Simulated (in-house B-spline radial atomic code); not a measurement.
**Pt³⁷⁺: excited configurations**

Wanted: excitation energies of Pt³⁷⁺ as differences of total energies (ΔSCF).

Method: Dirac-Hartree-Fock, average of configuration, Fermi nucleus, basis-set limit. Code: in-house B-spline radial atomic code version 1.

## (1) Starting point

```
element       : platinum (Z = 78)
charge        : +37
electrons     : 41
configuration : [Kr] 4d5
Hamiltonian   : Dirac-Coulomb
nucleus       : Fermi, rms radius 5.427 fm
```

Outer shells as boxes (Hund's rule):

[Kr] 4d5
```
[Kr] core
4d [↑ ][↑ ][↑ ][↑ ][↑ ]
```

The boxes draw the filling by Hund's rule, which heavy ions in jj coupling don't follow; these runs average over all states of the configuration.

The run's settings:

```ini
Z = 78
electrons = 41.0
configuration = [Kr] 4d5
hamiltonian = dirac
method = hf
spin_polarised = False
nucleus = fermi
rms_radius = 5.427
mass_number = 195
atomic_mass = 194.964794325
speed_of_light = 137.035999084
```

The reference is known from an earlier run: -17632.267697 hartree in all. Up to eight levels, counted from the top:

```tsv
orbital	occupation	energy (eV)	<r> (bohr)
3p3/2	4	-4247.10	0.1896
3d3/2	4	-3807.45	0.1655
3d5/2	6	-3723.39	0.1700
4s1/2	2	-2133.11	0.3821
4p1/2	2	-2010.41	0.3799
4p3/2	4	-1892.21	0.4025
4d3/2	2	-1707.18	0.3931
4d5/2	3	-1682.74	0.3998
```

## (2) [Ar] 3d10 4s2 4p5 4d5 8d1

The run's settings:

```ini
Z = 78
electrons = 41.0
configuration = [Ar] 3d10 4s2 4p5 4d5 8d1
hamiltonian = dirac
method = hf
spin_polarised = False
nucleus = fermi
rms_radius = 5.427
mass_number = 195
atomic_mass = 194.964794325
speed_of_light = 137.035999084
```

## (3) Configuration [Ar] 3d10 4s2 4p5 4d5 6s1

Changes to the settings of step 2:

```diff
@@ -2,3 +2,3 @@
 electrons = 41.0
-configuration = [Ar] 3d10 4s2 4p5 4d5 8d1
+configuration = [Ar] 3d10 4s2 4p5 4d5 6s1
 hamiltonian = dirac
```

## (4) Configuration [Kr] 4d4 7d1

Changes to the settings of step 3:

```diff
@@ -2,3 +2,3 @@
 electrons = 41.0
-configuration = [Ar] 3d10 4s2 4p5 4d5 6s1
+configuration = [Kr] 4d4 7d1
 hamiltonian = dirac
```

## (5) Configuration [Kr] 4d4 8d1

Changes to the settings of step 4:

```diff
@@ -2,3 +2,3 @@
 electrons = 41.0
-configuration = [Kr] 4d4 7d1
+configuration = [Kr] 4d4 8d1
 hamiltonian = dirac
```

## (6) Configuration [Ar] 3d10 4s2 4p5 4d5 7d1

Changes to the settings of step 5:

```diff
@@ -2,3 +2,3 @@
 electrons = 41.0
-configuration = [Kr] 4d4 8d1
+configuration = [Ar] 3d10 4s2 4p5 4d5 7d1
 hamiltonian = dirac
```

How far above the reference does each configuration lie (order and size, in eV)?

The runs gave:

| net move | configuration | energy above the reference (eV) | with Breit, QED, recoil (eV) | largest <r> (bohr) |
| --- | --- | --- | --- | --- |
| 4p → 6s | [Ar] 3d10 4s2 4p5 4d5 6s1 | 1178.05 | 1176.49 | 1.04 |
| 4d → 7d | [Kr] 4d4 7d1 | 1225.65 | 1224.90 | 1.60 |
| 4d → 8d | [Kr] 4d4 8d1 | 1341.98 | 1341.19 | 2.15 |
| 4p → 7d | [Ar] 3d10 4s2 4p5 4d5 7d1 | 1464.72 | 1462.56 | 1.60 |
| 4p → 8d | [Ar] 3d10 4s2 4p5 4d5 8d1 | 1581.06 | 1578.87 | 2.15 |

Quantum defects of the promoted electron, δ = n − ζ/√(−2ε) with ζ = 38 and ε its orbital energy in hartree:

| promotion | δ |
| --- | --- |
| 4p → 6s | 0.890 |
| 4d → 7d | 0.505 |
| 4d → 8d | 0.501 |
| 4p → 7d | 0.505 |
| 4p → 8d | 0.501 |

**Reading.** At the bottom stands 4p → 6s (1178.05 eV), at the top 4p → 8d (1581.06 eV). Of those tabulated, the defect is largest for 6s (0.89) and least for 8d (0.50); at this charge much of the defect is relativistic. Two partly filled shells share a symmetry and can mix in the average, which may lower the energy, for: 4d → 7d; 4d → 8d; 4p → 7d; 4p → 8d. These are averages over configurations, without correlation, not spectroscopic levels.
